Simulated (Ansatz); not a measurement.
# C2H4F2O2Si: the cost of one run

Method: the settings change from run to run; program: Ansatz 0.2.0, Gaussian basis.

## 1. The molecule

The structure was relaxed beforehand with PBE0-D4 in a triple-zeta def2 set.

SMILES `CC(=O)O[SiH](F)F`, 11 atoms, charge 0, spin multiplicity 1.

Atoms are counted from 1 here; the program's logs count them from 0.

Bond lengths: C1–C2 1.490 Å, C1–H8 1.087 Å, C1–H9 1.092 Å, C1–H10 1.092 Å, C2–O3 1.200 Å, C2–O4 1.354 Å, O4–Si5 1.658 Å, Si5–F6 1.578 Å, Si5–F7 1.575 Å, Si5–H11 1.462 Å. Angles: C2–C1–H8 109.9°, C2–C1–H9 109.6°, C2–C1–H10 109.4°, H8–C1–H9 110.4°, H8–C1–H10 110.3°, H9–C1–H10 107.1°, C1–C2–O3 126.3°, C1–C2–O4 112.6°, O3–C2–O4 121.1°, C2–O4–Si5 118.1°, O4–Si5–F6 103.6°, O4–Si5–F7 110.2°, O4–Si5–H11 114.1°, F6–Si5–F7 107.4°, F6–Si5–H11 109.6°, F7–Si5–H11 111.5°.

## 2. HF/pcseg-2

Set apart from the defaults: charge -1, multiplicity 2, atoms shaken by 0.03 Å, high accuracy.

File in.yaml:

```yaml
crystal:
  periodic: [false, false, false]
  atoms:
    - {symbol: C, position_ang: [0.812729, -0.752275, 1.680213]}
    - {symbol: C, position_ang: [0.537187, -0.387612, 0.239436]}
    - {symbol: O, position_ang: [1.215056, -0.679163, -0.736889]}
    - {symbol: O, position_ang: [-0.567723, 0.370476, 0.063964]}
    - {symbol: Si, position_ang: [-0.898096, 0.869926, -1.422079]}
    - {symbol: F, position_ang: [-2.282378, 1.855303, -1.230387]}
    - {symbol: F, position_ang: [-1.476540, -0.347784, -2.356367]}
    - {symbol: H, position_ang: [1.698618, -1.419877, 1.731925]}
    - {symbol: H, position_ang: [0.842519, 0.128033, 2.262387]}
    - {symbol: H, position_ang: [-0.077383, -1.339996, 1.992785]}
    - {symbol: H, position_ang: [0.048217, 1.681049, -2.141914]}
basis:
  gaussian: {orbitals: pcseg-2}
total_charge: -1
magnetization: {spin_polarized: true, initial_magnetization: 1}
hamiltonian: {xc: {name: HF}}
accuracy: high
```

Started as:

```bash
ansatz run in.yaml --threads 2 --pin off --events-out ev --progress --plain --max-ram 32768MiB --backend cpu
```

**Question.** How long does this run take on 2 threads of AMD EPYC 7R13, shared host, and how much memory does it need?

About 1.8 min, with a peak of 2.5 GiB.
